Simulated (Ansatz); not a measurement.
**Molecular dynamics of In16B**

input.yaml

```yaml
accuracy: low
crystal:
  lattice:
    - [6.43, 0.0, 0.0]
    - [0.0, 6.43, 0.0]
    - [0.0, 0.0, 9.864]
  atoms:
    - { symbol: In, position: [-0.00971233, 0.00930739, 0.0008397] }
    - { symbol: In, position: [0.50961871, 0.00971595, 0.00096222] }
    - { symbol: In, position: [-0.00945954, 0.49062061, 0.0007546] }
    - { symbol: In, position: [-0.01167075, 0.01262736, 0.50009333] }
    - { symbol: In, position: [0.24991513, 0.2495895, 0.24027635] }
    - { symbol: In, position: [0.50935308, 0.49022521, 0.00088402] }
    - { symbol: In, position: [0.51303287, 0.01282408, 0.49979739] }
    - { symbol: In, position: [0.75079125, 0.25051053, 0.24460625] }
    - { symbol: In, position: [-0.01157787, 0.48821754, 0.50028164] }
    - { symbol: In, position: [0.25020474, 0.75013243, 0.26266512] }
    - { symbol: In, position: [0.24916973, 0.24994033, 0.75397764] }
    - { symbol: In, position: [0.51289833, 0.48806239, 0.49998932] }
    - { symbol: In, position: [0.7493631, 0.74994582, 0.2402672] }
    - { symbol: In, position: [0.74962984, 0.24976084, 0.75784651] }
    - { symbol: In, position: [0.25107239, 0.75069264, 0.74767942] }
    - { symbol: In, position: [0.74990788, 0.74946516, 0.75398786] }
    - { symbol: B, position: [0.25025525, 0.75016454, 0.00863423] }
basis:
  ecutwfc: 420.0
kpoints:
  mp_grid: { grid: [2, 2, 1] }
hamiltonian:
  xc: pbesol
scf:
  occupations: { method: fermi_dirac, width: 0.15 }
  lower_state_search: "off"
md:
  timestep: 1
  n_steps: 300
  ensemble: nve
  temperature: 2400.0
  initial_velocities: maxwell_boltzmann
  seed: 4210
```

Command:

```bash
$ ansatz run input.yaml --threads 2 --pin off --max-ram 5120MiB --backend cpu --events-out ev --progress --plain --runs-dir out
```

It starts from a relaxed structure.

Output, in part (step lines):

```
md step     0: t =     0.00 fs  T =  2400.0 K  F+E_penalty+E_count = -88556.93600744 eV  E_kin = 4.963584 eV  conserved = -88551.97242348 eV  (8 SCF iters)
md step     1: t =     1.00 fs  T =  2399.0 K  F+E_penalty+E_count = -88556.93402859 eV  E_kin = 4.961604 eV  conserved = -88551.97242461 eV  (6 SCF iters)
md step     2: t =     2.00 fs  T =  2396.5 K  F+E_penalty+E_count = -88556.92885080 eV  E_kin = 4.956427 eV  conserved = -88551.97242428 eV  (6 SCF iters)
md step     3: t =     3.00 fs  T =  2392.5 K  F+E_penalty+E_count = -88556.92048929 eV  E_kin = 4.948067 eV  conserved = -88551.97242235 eV  (6 SCF iters)
md step     4: t =     4.00 fs  T =  2386.9 K  F+E_penalty+E_count = -88556.90898495 eV  E_kin = 4.936566 eV  conserved = -88551.97241883 eV  (6 SCF iters)
md step     5: t =     5.00 fs  T =  2379.9 K  F+E_penalty+E_count = -88556.89440453 eV  E_kin = 4.921991 eV  conserved = -88551.97241375 eV  (2 SCF iters)
md step     6: t =     6.00 fs  T =  2371.4 K  F+E_penalty+E_count = -88556.87684029 eV  E_kin = 4.904433 eV  conserved = -88551.97240712 eV  (3 SCF iters)
md step     7: t =     7.00 fs  T =  2361.5 K  F+E_penalty+E_count = -88556.85640871 eV  E_kin = 4.884010 eV  conserved = -88551.97239901 eV  (2 SCF iters)
[... lines left out ...]
md step   299: t =   299.00 fs  T =  1312.2 K  F+E_penalty+E_count = -88554.68617552 eV  E_kin = 2.713816 eV  conserved = -88551.97235927 eV  (2 SCF iters)
md step   300: t =   300.00 fs  T =  1300.9 K  F+E_penalty+E_count = -88554.66284639 eV  E_kin = 2.690484 eV  conserved = -88551.97236210 eV  (6 SCF iters)
```

The steps, from the saved trajectory:

```tsv
time (fs)	T (K)	potential energy less start (eV)	conserved less start (meV/atom)
0.0	2400	0.000	0.00
10.0	2324	0.157	0.00
20.0	2143	0.532	0.01
30.0	1900	1.035	0.00
40.0	1566	1.726	0.01
50.0	1196	2.491	0.02
60.0	903	3.095	0.01
70.0	707	3.501	0.02
80.0	651	3.617	0.02
90.0	752	3.408	0.01
100.0	907	3.088	0.01
110.0	1029	2.835	0.01
120.0	1128	2.630	0.01
130.0	1244	2.392	0.01
140.0	1355	2.161	0.01
150.0	1422	2.023	0.00
160.0	1422	2.023	0.01
170.0	1361	2.148	0.01
180.0	1275	2.326	0.01
190.0	1175	2.534	0.01
200.0	1065	2.761	0.01
210.0	1003	2.889	0.02
220.0	1017	2.861	0.01
230.0	1077	2.736	0.01
240.0	1174	2.535	0.01
250.0	1269	2.339	0.01
260.0	1341	2.190	0.01
270.0	1401	2.067	0.01
280.0	1424	2.020	0.01
290.0	1388	2.092	0.01
300.0	1301	2.273	0.00
```

The run went to its last step. The conserved energy stayed within 0.022 meV per atom of its start (net change 0.0036 meV per atom), so the integration is sound. The temperature averaged 0.52 of the 2400 K drawn at the start: a run that starts near a minimum puts about half its kinetic energy into the potential. A run of 0.3 ps of so small a system gives no equilibrium averages. Limits of this set-up: coarse k mesh, odd electron count without spin, low accuracy level.

Mean squared displacements from the first frame to the last, about the centre of mass: In 0.21 Å², B 0.04 Å².

Last frame:

```xyz
17
Lattice="6.4300 0.0000 0.0000 0.0000 6.4300 0.0000 0.0000 0.0000 9.8640" Properties=species:S:1:pos:R:3
In -0.024 0.168 0.031
In 3.480 0.108 0.028
In -0.462 3.451 0.136
In -0.397 0.153 4.978
In 1.670 1.701 1.530
In 3.285 3.358 -0.181
In 3.184 0.273 4.848
In 4.636 1.000 2.415
In 0.441 3.285 4.779
In 1.762 5.042 2.352
In 1.628 1.389 7.557
In 3.334 3.181 5.583
In 4.774 4.546 2.837
In 5.182 1.208 7.699
In 1.385 4.802 7.376
In 4.729 4.937 7.270
B 1.475 4.690 0.047
```

Time of the run: 18 min on 2 threads of Arm Neoverse V2, with other jobs on the host, peak memory 1.1 GiB.
